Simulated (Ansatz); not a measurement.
# H4InNOS: the cost of one run

Computed with Ansatz 0.2.0, Gaussian basis. Level: the settings change from run to run.

## (1) The geometry

The geometry comes from an earlier relaxation with PBE0-D4 in a triple-zeta def2 set; it is a stationary point, not always the lowest conformer. In takes a core potential in def2 sets; no spin-orbit term is included.

SMILES `[NH2][In]([OH])[SH]`, 8 atoms, charge 0, spin multiplicity 1.

Atoms are counted from 1 here; the program's logs count them from 0.

Bond lengths: N1–In2 2.012 Å, N1–H5 1.010 Å, N1–H6 1.011 Å, In2–O3 1.981 Å, In2–S4 2.379 Å, O3–H7 0.960 Å, S4–H8 1.344 Å. Angles: In2–N1–H5 116.5°, In2–N1–H6 114.7°, H5–N1–H6 109.0°, N1–In2–O3 115.3°, N1–In2–S4 125.8°, O3–In2–S4 118.7°, In2–O3–H7 113.4°, In2–S4–H8 93.4°.

As a file:

```xyz
8
charge 0, multiplicity 1
N    -0.66283    1.44774   -0.60160
In    0.22354   -0.16971    0.20116
O     1.91010    0.18773    1.17627
S    -0.67492   -2.37190    0.24197
H    -1.23974    1.28809   -1.41495
H    -0.03978    2.22186   -0.78746
H     2.25997   -0.58374    1.62706
H    -1.77635   -2.02005   -0.44247
```

## (2) LC-wPBE/ANO-RCC-VTZP

in.yaml

```yaml
crystal:
  periodic: [false, false, false]
  atoms:
    - {symbol: N, position_ang: [-0.662834, 1.447738, -0.601598]}
    - {symbol: In, position_ang: [0.223543, -0.169714, 0.201156]}
    - {symbol: O, position_ang: [1.910103, 0.187730, 1.176274]}
    - {symbol: S, position_ang: [-0.674918, -2.371904, 0.241972]}
    - {symbol: H, position_ang: [-1.239740, 1.288091, -1.414947]}
    - {symbol: H, position_ang: [-0.039778, 2.221862, -0.787461]}
    - {symbol: H, position_ang: [2.259975, -0.583744, 1.627060]}
    - {symbol: H, position_ang: [-1.776351, -2.020050, -0.442466]}
basis:
  gaussian: {orbitals: ANO-RCC-VTZP}
hamiltonian: {xc: {name: LC-wPBE}}
output: {forces: true}
```

On the command line:

```console
ansatz run in.yaml --threads 4 --pin off --events-out ev --progress --plain --max-ram 10444MiB
```

Q: Estimate wall time and peak memory on 4 threads of AMD EPYC 7B13, shared host.

About 9.5 s, with a peak of 0.74 GiB.
